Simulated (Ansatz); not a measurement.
This script drives the Python package of Ansatz (0.2.0).

`torsion_ch4bbro.py`
```python
"""Energy of CH4BBrO as one group turns about a bond."""

import ansatz as az
from ase import Atoms

BASIS_SET = "def2-SVP"
XC = "B3LYP"
DISPERSION = "d3bj"
FORCE_TOL = 0.02


def main() -> None:
    atoms = Atoms(["C", "B", "O", "Br", "H", "H", "H", "H"], positions=[
        [-0.0988, 0.9331, -0.0042],
        [-0.1785, -0.6092, -0.1097],
        [0.2629, -1.4152, 0.9975],
        [-0.7965, -1.4862, -1.7627],
        [0.2654, 1.2846, 0.9483],
        [0.4909, 1.4001, -0.8286],
        [-1.1516, 1.3747, -0.1216],
        [1.2983, -1.539, 0.8252],
    ])

    # relax first, so that the scan starts from a minimum
    first = (
        az.Crystal.molecule_from_ase(atoms).calculation()
        .basis(gaussian=BASIS_SET)  # atom-centred Gaussian functions
        .functional(XC, dispersion=DISPERSION)
        .relax(force_tolerance=FORCE_TOL, max_steps=80)  # relax until the tolerances are met
    )
    atoms.positions = first.run(threads=1).report["positions_ang"]

    start = atoms.get_dihedral(2, 1, 0, 4)
    energies = {}
    for turn in range(0, 121, 15):
        turned = atoms.copy()
        turned.set_dihedral(2, 1, 0, 4, start + turn, indices=[0, 4, 5, 6])
        model = (
            az.Crystal.molecule_from_ase(turned).calculation()
            .basis(gaussian=BASIS_SET)  # the orbital basis, by name
            .functional(XC, dispersion=DISPERSION)
        )
        energies[round((start + turn) % 360)] = model.run(threads=1).report["free_energy_ev"]
    floor = min(energies.values())
    print("dihedral O2-B1-C0-H4 (deg)   E - E(min) (eV)")
    for angle, e in sorted(energies.items()):
        print(f"{angle:8d} {(e - floor):14.3f}  " + "#" * int(30 * (e - floor) / max(max(energies.values()) - floor, 1e-9)))


if __name__ == "__main__":
    main()
```

It is started by `python torsion_ch4bbro.py`. How long does it take on 1 thread of Intel(R) Xeon(R) 6975P-C (Granite Rapids), with other jobs on the host, and how much memory does it need?

It took about 49 s, with a peak of 0.27 GiB, for 10 runs of the engine.

```console
$ python torsion_ch4bbro.py
dihedral O2-B1-C0-H4 (deg)   E - E(min) (eV)
       1          0.000
      16          0.006  ####
      31          0.019  ##############
      46          0.032  ########################
      61          0.039  ##############################
      76          0.037  ############################
      91          0.027  ####################
     106          0.016  ############
     121          0.009  #######
```

The scan is rigid and the energies are electronic, in a modest basis. With rigid groups the curve can differ much from the relaxed path, the start wasn't checked as a minimum of this torsion, and equivalent turns needn't return to the same energy. b3lyp holds the VWN-RPA fit, as in Gaussian; the form of ORCA and Turbomole is b3lyp5.

(A comment or docstring line of the script was reworded after the run, the code is as it ran; lines on the test bed's own set-up are left out of the output.)
